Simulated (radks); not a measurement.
# Mn¹³⁺ in [He] 2s1 2p6 3s2 3d1: an all-electron calculation

The task here is to estimate one member of a computed series from the others.

Program: radks (a radial shooting solver on a logarithmic mesh, Libxc functionals) version 1. Level of theory: scalar-relativistic Kohn-Sham, PW91, spin-polarised, spherical densities, finite nucleus; open shells are filled with parallel spins first. These are calculated values, not measurements, unless marked.

### Starting point

* element: manganese (Z = 25)
* charge: +13
* electrons: 12
* configuration: [He] 2s1 2p6 3s2 3d1
* nuclear rms radius: 3.7057 fm

Outer shells as boxes (Hund's rule):

Mn¹³⁺
```
[He] core
2s [↑ ]
2p [↑↓][↑↓][↑↓]
3s [↑↓]
3d [↑ ][  ][  ][  ][  ]
```

The first run:

The run's settings:

```text
Z 25
configuration [He] 2s1 2p6 3s2 3d1 3p0 4s0 4d0 4f0
relativity scalar-relativistic
functional pw91,pw91
spin polarised
nucleus finite rms 3.7057 fm
c 137.035999084
```

One of the session's tables, all rows but one given; the rest of the session is left out.

It belongs to the step «Orbitals and density». Radial moments (bohr):

```
  level      <r>  outermost maximum (interpolated)  90 % within  nodes
  1s up  0.06082                            0.0398        0.109      0
1s down  0.06084                            0.0399        0.109      0
  2s up   0.2733                             0.230        0.422      1
2s down   0.2735                             0.230        0.422      1
  2p up   0.2401                             0.185        0.391      0
2p down   0.2399                             0.185        0.391      0
  3s up        ?                                 ?            ?      ?
3s down   0.7101                             0.660         1.03      2
  3p up   0.6986                             0.645         1.03      1
3p down   0.7026                             0.647         1.04      1
  3d up   0.6429                             0.541        0.986      0
3d down   0.6495                             0.546        0.997      0
  4s up    1.368                              1.37         1.92      3
4s down    1.372                              1.37         1.93      3
  4d up    1.370                              1.37         1.98      1
4d down    1.378                              1.38         2.00      1
  4f up    1.239                              1.10         1.80      0
4f down    1.250                              1.11         1.81      0
```

**Question.** Estimate the row for 3s up.

**Answer.** <r>: 0.7065; outermost maximum (interpolated): 0.658; 90 % within: 1.03; nodes: 2. In the column «<r>» it lies between 3p down (0.7026) and 3s down (0.7101).
